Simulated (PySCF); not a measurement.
# PBE/pc-1 run of C2H8BN (SMILES BNCC)

Aim: the vertical ionisation energy of C2H8BN at PBE/pc-1, from 2 runs. 

The results are computed with PySCF 2.14.0.

## (1) The structure to begin with

The species is C2H8BN (12 atoms), meant as a singlet with charge 0. SMILES: `BNCC`. The coordinates come from a PBE0-D4/def2-TZVP relaxation. This is one conformer, not always the lowest.

Bond lengths: B1–N2 1.383 Å, N2–C3 1.448 Å, C3–C4 1.517 Å, B1–H5 1.197 Å, B1–H6 1.199 Å, N2–H7 1.009 Å, C3–H8 1.092 Å, C3–H9 1.097 Å, C4–H10 1.094 Å, C4–H11 1.093 Å, C4–H12 1.092 Å. Some angles: B1–N2–C3 127.1°, N2–C3–C4 112.7°, B1–N2–H7 119.3°, C3–N2–H7 113.6°, N2–B1–H5 118.9°, N2–B1–H6 118.9°, N2–C3–H8 107.3°, N2–C3–H9 109.8°, C4–C3–H8 110.4°, C4–C3–H9 109.7°.

## (2) The energy at PBE/pc-1

Input file run.py:

```python
from pyscf import gto, dft

mol = gto.M(
    atom='''
B   -1.707200   1.011600   0.310500
N   -0.337500   0.821100   0.292300
C    0.374100  -0.425200   0.483000
C    1.168100  -0.838400  -0.742300
H   -2.141500   2.111000   0.119800
H   -2.420900   0.070900   0.517500
H    0.267900   1.608000   0.110300
H   -0.367500  -1.187600   0.730000
H    1.045000  -0.340600   1.346300
H    1.910500  -0.079600  -1.005500
H    1.700800  -1.774800  -0.560500
H    0.508200  -0.976500  -1.601400
''',
    max_memory=1860,
    basis='pc-1',
    verbose=3,
)

myscf = dft.RKS(mol)
myscf.xc = 'pbe'
myscf.grids.level = 4
myscf.conv_tol = 1e-10
myscf.kernel()
if not myscf.converged:
    myscf = myscf.newton().run(myscf.mo_coeff, myscf.mo_occ)

e_tot = myscf.e_tot
print('E = %.10f Eh' % e_tot)
```

Started as:

```
OMP_NUM_THREADS=1 python run.py
```

What it wrote:

```text
converged SCF energy = -160.396216692979
E = -160.3962166930 Eh
```

It took 19 s on 1 thread of Arm Neoverse V1, shared host; peak memory 0.48 GiB.

## (3) The doublet cation

Input file run.py:

```python
from pyscf import gto, dft

molecule = gto.Mole()
molecule.atom = '''
B   -1.707200   1.011600   0.310500
N   -0.337500   0.821100   0.292300
C    0.374100  -0.425200   0.483000
C    1.168100  -0.838400  -0.742300
H   -2.141500   2.111000   0.119800
H   -2.420900   0.070900   0.517500
H    0.267900   1.608000   0.110300
H   -0.367500  -1.187600   0.730000
H    1.045000  -0.340600   1.346300
H    1.910500  -0.079600  -1.005500
H    1.700800  -1.774800  -0.560500
H    0.508200  -0.976500  -1.601400
'''
molecule.max_memory = 1860
molecule.spin = 1
molecule.verbose = 4
molecule.charge = 1
molecule.basis = 'pc-1'
molecule.build()

mf = dft.UKS(molecule, xc='pbe')
mf.conv_tol = 1e-10
mf.grids.level = 4
mf.kernel()
if not mf.converged:
    mf = mf.newton().run(mf.mo_coeff, mf.mo_occ)

e_final = mf.e_tot
print('Final energy', e_final)
```

Started as:

```
OMP_NUM_THREADS=1 python run.py
```

What it wrote:

```text
PySCF version 2.14.0

[INPUT] num. atoms = 12
[INPUT] num. electrons = 31
[INPUT] charge = 1
[INPUT] spin (= nelec alpha-beta = 2S) = 1
[INPUT] symmetry False subgroup None
[INPUT] Mole.unit = angstrom
[INPUT] Symbol           X                Y                Z      unit          X                Y                Z       unit  Magmom
[INPUT]  1 B     -1.707200000000   1.011600000000   0.310500000000 AA   -3.226140439857   1.911646947610   0.586759961677 Bohr   0.0
[INPUT]  2 N     -0.337500000000   0.821100000000   0.292300000000 AA   -0.637782567041   1.551654120880   0.552366946210 Bohr   0.0
[INPUT]  3 C      0.374100000000  -0.425200000000   0.483000000000 AA    0.706946543200  -0.803511548165   0.912737718165 Bohr   0.0
[INPUT]  4 C      1.168100000000  -0.838400000000  -0.742300000000 AA    2.207389086104  -1.584346382835  -1.402743702265 Bohr   0.0
[INPUT]  5 H     -2.141500000000   2.111000000000   0.119800000000 AA   -4.046848495756   3.989211848957   0.226389189723 Bohr   0.0
[INPUT]  6 H     -2.420900000000   0.070900000000   0.517500000000 AA   -4.574837974960   0.133981582232   0.977933269462 Bohr   0.0
[INPUT]  7 H      0.267900000000   1.608000000000   0.110300000000 AA    0.506257628771   3.038679608301   0.208436791540 Bohr   0.0
[INPUT]  8 H     -0.367500000000  -1.187600000000   0.730000000000 AA   -0.694474350778  -2.244238745533   1.379500070932 Bohr   0.0
[INPUT]  9 H      1.045000000000  -0.340600000000   1.346300000000 AA    1.974763800170  -0.643640718027   2.544138281502 Bohr   0.0
[INPUT] 10 H      1.910500000000  -0.079600000000  -1.005500000000 AA    3.610321760982  -0.150422199515  -1.900119618250 Bohr   0.0
[INPUT] 11 H      1.700800000000  -1.774800000000  -0.560500000000 AA    3.214046192660  -3.353885925878  -1.059191492819 Bohr   0.0
[INPUT] 12 H      0.508200000000  -0.976500000000  -1.601400000000 AA    0.960358816504  -1.845317560638  -3.026207415878 Bohr   0.0

[... 117 lines left out ...]
converged SCF energy = -160.028753585123  <S^2> = 0.75276726  2S+1 = 2.0027653
Final energy -160.0287535851234
```

Run time: 47 s. Hardware: 1 thread of Arm Neoverse V1, shared host; peak memory 0.5 GiB.

## (4) Outcome

At PBE/pc-1:

| quantity | value |
| --- | --- |
| singlet C2H8BN: total energy | -160.39622 Eh |
| singlet C2H8BN: dipole moment | 2.32 D |
| singlet C2H8BN: HOMO energy | -6.60 eV |
| singlet C2H8BN: LUMO energy | -0.55 eV |
| singlet C2H8BN: HOMO–LUMO gap | 6.05 eV |
| doublet cation: total energy | -160.02875 Eh |
| doublet cation: HOMO energy (highest over α and β) | -13.47 eV |
| doublet cation: LUMO energy (lowest over α and β) | -13.33 eV |
| doublet cation: ⟨S²⟩ | 0.753 |
| vertical ionisation energy (to the doublet cation) | 9.999 eV |

In words: Removing an electron at fixed nuclei costs 10.00 eV (231 kcal/mol). −ε(HOMO) before ionisation, 6.60 eV, is 3.40 eV below this ionisation energy. Mulliken charges (singlet C2H8BN) run from -0.35 on N2 to +0.17 on H7; they depend strongly on the basis.
